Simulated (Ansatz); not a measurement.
# C4H11NSi: geometry at several levels

Aim: geometry at several levels, for C4H11NSi, with the cost of each level.

Computed with Ansatz 0.2.0 (the levels named in each step, unless a step's input says otherwise).

**1. The system as given**

Bond lengths (14 of 15 bonds, heavy atoms first): C1–N2 1.138 Å, C3–Si4 1.903 Å, Si4–C5 1.903 Å, Si4–C6 1.900 Å, C1–H7 1.058 Å, C3–H8 1.086 Å, C3–H9 1.087 Å, C3–H10 1.087 Å, Si4–H11 1.482 Å, C5–H12 1.086 Å, C5–H13 1.086 Å, C5–H14 1.087 Å, C6–H15 1.086 Å, C6–H16 1.087 Å. Angles (14 of 25 angles, heavy atoms first): C3–Si4–C5 109.4°, C3–Si4–C6 110.4°, C5–Si4–C6 110.0°, N2–C1–H7 179.6°, C3–Si4–H11 109.3°, C5–Si4–H11 109.3°, C6–Si4–H11 108.4°, Si4–C3–H8 111.6°, Si4–C3–H9 111.7°, Si4–C3–H10 111.1°, Si4–C5–H12 111.0°, Si4–C5–H13 111.5°, Si4–C5–H14 111.9°, Si4–C6–H15 111.2°.

Coordinates:

```xyz
17

C    -0.3527    1.5894   -2.3117
N    -0.3844    1.2330   -3.3921
C    -1.4535   -0.9030    0.2415
Si    0.0867   -0.1478    1.0651
C     1.6156   -0.5000   -0.0119
C     0.3337   -0.8772    2.8021
H    -0.3224    1.9132   -1.3050
H    -2.3670   -0.5864    0.7366
H    -1.5306   -0.6180   -0.8045
H    -1.4245   -1.9886    0.2778
H    -0.0964    1.3171    1.1933
H     1.8323   -1.5641   -0.0449
H     2.4991   -0.0010    0.3757
H     1.4736   -0.1688   -1.0373
H     1.2067   -0.4512    3.2871
H     0.4752   -1.9538    2.7626
H    -0.5235   -0.6828    3.4399
```

**2. A rough first relaxation, PBE-D4/def2-SVP**

The input, input.yaml:

```yaml
crystal:
  periodic: [false, false, false]
  atoms:
    - { symbol: C, position_ang: [-0.35269, 1.5894, -2.31171] }
    - { symbol: "N", position_ang: [-0.38437, 1.23304, -3.39208] }
    - { symbol: C, position_ang: [-1.45353, -0.90302, 0.24152] }
    - { symbol: Si, position_ang: [0.08667, -0.14781, 1.06506] }
    - { symbol: C, position_ang: [1.61556, -0.49999, -0.01193] }
    - { symbol: C, position_ang: [0.33366, -0.87719, 2.8021] }
    - { symbol: H, position_ang: [-0.32238, 1.91321, -1.30503] }
    - { symbol: H, position_ang: [-2.36698, -0.58639, 0.73655] }
    - { symbol: H, position_ang: [-1.53063, -0.61798, -0.80448] }
    - { symbol: H, position_ang: [-1.4245, -1.98861, 0.27779] }
    - { symbol: H, position_ang: [-0.09645, 1.3171, 1.19329] }
    - { symbol: H, position_ang: [1.8323, -1.56413, -0.04491] }
    - { symbol: H, position_ang: [2.49906, -0.001, 0.37567] }
    - { symbol: H, position_ang: [1.47356, -0.16879, -1.03734] }
    - { symbol: H, position_ang: [1.20675, -0.45121, 3.28712] }
    - { symbol: H, position_ang: [0.4752, -1.95384, 2.76265] }
    - { symbol: H, position_ang: [-0.52353, -0.68281, 3.43986] }
basis:
  gaussian: { orbitals: def2-SVP }
hamiltonian:
  xc: pbe
  dispersion: d4
relax:
  f_tol: 0.03
  max_steps: 200
```

Command:

```sh
ansatz run input.yaml --threads 4 --pin off --max-ram 10240MiB --backend cpu --events-out ev --progress --plain --runs-dir out
```

After this run come: Relaxation, HF/STO-3G; Relaxation, HF/6-31G*; Relaxation, LDA/def2-SVP; Relaxation, PBE-D4/def2-SVP.

What does the calculation give? Wanted: C1–N2 at PBE-D4/def2-SVP; C3–Si4 at PBE-D4/def2-SVP; Si4–C5 at PBE-D4/def2-SVP.

As calculated:

| quantity | value |
| --- | --- |
| C1–N2 at PBE-D4/def2-SVP | 1.168 Å |
| C3–Si4 at PBE-D4/def2-SVP | 1.891 Å |
| Si4–C5 at PBE-D4/def2-SVP | 1.891 Å |

**Reading.** The C–N distance spreads over 0.035 Å, from HF/6-31G* (shortest) to PBE-D4/def2-SVP.
